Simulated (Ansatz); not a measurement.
# CH10O2Si2: the cost of one run

Program: Ansatz 0.2.0. Level of theory: UKS B3LYP-D4/STO-3G. These are calculated values, not measurements.

### Step 1. The starting structure

Bond lengths: Si1–O2 2.061 Å, O2–C3 1.401 Å, Si1–O4 1.624 Å, O4–Si5 1.618 Å, Si1–H6 1.451 Å, Si1–H7 1.450 Å, C3–H10 1.094 Å, C3–H11 1.094 Å, C3–H12 1.096 Å, Si5–H13 1.465 Å, Si5–H14 1.466 Å, Si5–H15 1.462 Å. Angles (14 of 20 angles, heavy atoms first): Si1–O2–C3 130.7°, O2–Si1–O4 96.1°, Si1–O4–Si5 169.8°, O2–Si1–H6 113.7°, O2–Si1–H7 111.1°, O4–Si1–H6 99.8°, O4–Si1–H7 101.0°, O2–C3–H10 109.5°, O2–C3–H11 109.2°, O2–C3–H12 110.7°, O4–Si5–H13 108.5°, O4–Si5–H14 108.0°, O4–Si5–H15 105.2°, H6–Si1–H7 127.6°.

Structure file:

```xyz
15

Si    0.8553   -0.6336    1.1575
O     0.5336   -1.1869   -0.8019
C    -0.2087   -0.5689   -1.8162
O    -0.1134    0.6697    1.1301
Si   -1.0887    1.9230    0.8198
H     0.1414   -1.4524    2.1194
H     2.1549   -0.0096    1.3173
H     1.3310   -2.1184   -0.4162
H     1.6840   -2.1835    0.4942
H    -0.9703    0.0777   -1.3702
H    -0.7046   -1.3358   -2.4186
H     0.4410    0.0359   -2.4588
H    -0.5214    2.6907   -0.2912
H    -2.4116    1.3939    0.4755
H    -1.1224    2.6983    2.0592
```

### Step 2. Run 1

150 steps of 0.5 fs at constant energy, with velocities drawn for 300 K.

input.yaml

```yaml
crystal:
  periodic: [false, false, false]
  atoms:
    - { symbol: Si, position_ang: [0.8553, -0.6336, 1.1575] }
    - { symbol: O, position_ang: [0.5336, -1.1869, -0.8019] }
    - { symbol: C, position_ang: [-0.2087, -0.5689, -1.8162] }
    - { symbol: O, position_ang: [-0.1134, 0.6697, 1.1301] }
    - { symbol: Si, position_ang: [-1.0887, 1.923, 0.8198] }
    - { symbol: H, position_ang: [0.1414, -1.4524, 2.1194] }
    - { symbol: H, position_ang: [2.1549, -0.0096, 1.3173] }
    - { symbol: H, position_ang: [1.331, -2.1184, -0.4162] }
    - { symbol: H, position_ang: [1.684, -2.1835, 0.4942] }
    - { symbol: H, position_ang: [-0.9703, 0.0777, -1.3702] }
    - { symbol: H, position_ang: [-0.7046, -1.3358, -2.4186] }
    - { symbol: H, position_ang: [0.441, 0.0359, -2.4588] }
    - { symbol: H, position_ang: [-0.5214, 2.6907, -0.2912] }
    - { symbol: H, position_ang: [-2.4116, 1.3939, 0.4755] }
    - { symbol: H, position_ang: [-1.1224, 2.6983, 2.0592] }
magnetization:
  spin_polarized: true
basis:
  gaussian: { orbitals: STO-3G }
hamiltonian:
  xc: b3lyp
  dispersion: d4
md:
  timestep: 0.5
  n_steps: 150
  ensemble: nve
  temperature: 300.0
  initial_velocities: maxwell_boltzmann
  seed: 938769
```

On the command line:

```
ansatz run input.yaml --threads 1 --pin off --max-ram 2048MiB --backend cpu --events-out ev --progress --plain --runs-dir out
```

What time and memory should one allow on 1 thread of Arm Neoverse V1, shared host?

About 13 min, with a peak of 0.17 GiB.
